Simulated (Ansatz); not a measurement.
MgGe2:

```
CELL_PARAMETERS angstrom
5.52149 -1.84985 0.00000
5.52149 1.84985 0.00000
-3.21762 0.00000 6.00777
ATOMIC_POSITIONS crystal
Ge 0.52923 0.52923 0.29362
Ge 0.47077 0.47077 0.70638
Ge 0.88039 0.88039 0.98544
Ge 0.11961 0.11961 0.01456
Mg 0.81529 0.81529 0.34925
Mg 0.18471 0.18471 0.65075
```

The cell comes from a database or a generator and needn't be the stable form of this composition.

Base run:

* Program: Ansatz 0.2.0
* Functional: PBEsol
* Potentials or basis: Ansatz PAW
* Cutoff: 420 eV (not typed: the program's choice for these potentials)
* k mesh: 8 × 8 × 4
* Occupations: fermi-dirac, width 0.05 eV
* Spin: no spin polarisation

Its results: band gap on the k mesh none (metal or under the smearing width); pressure -2.8 GPa; largest force 0.166 eV/Å.

Problem. The run is repeated on the same cell with these changes: functional from PBEsol to PBE; k mesh from 8 × 8 × 4 to 8 × 8 × 5. What comes out?

Solution. Band gap on the k mesh none (metal or under the smearing width); pressure -0.4 GPa; largest force 0.123 eV/Å.

Several settings changed at once, so the effect can't be laid on one alone.

Caveats: the PAW data sets come from PBE, with cores solved anew for the run's functional, which leaves a small shift of forces and pressure (some runs); the density of states is complete only up to the lowest level of the last band computed (some runs).
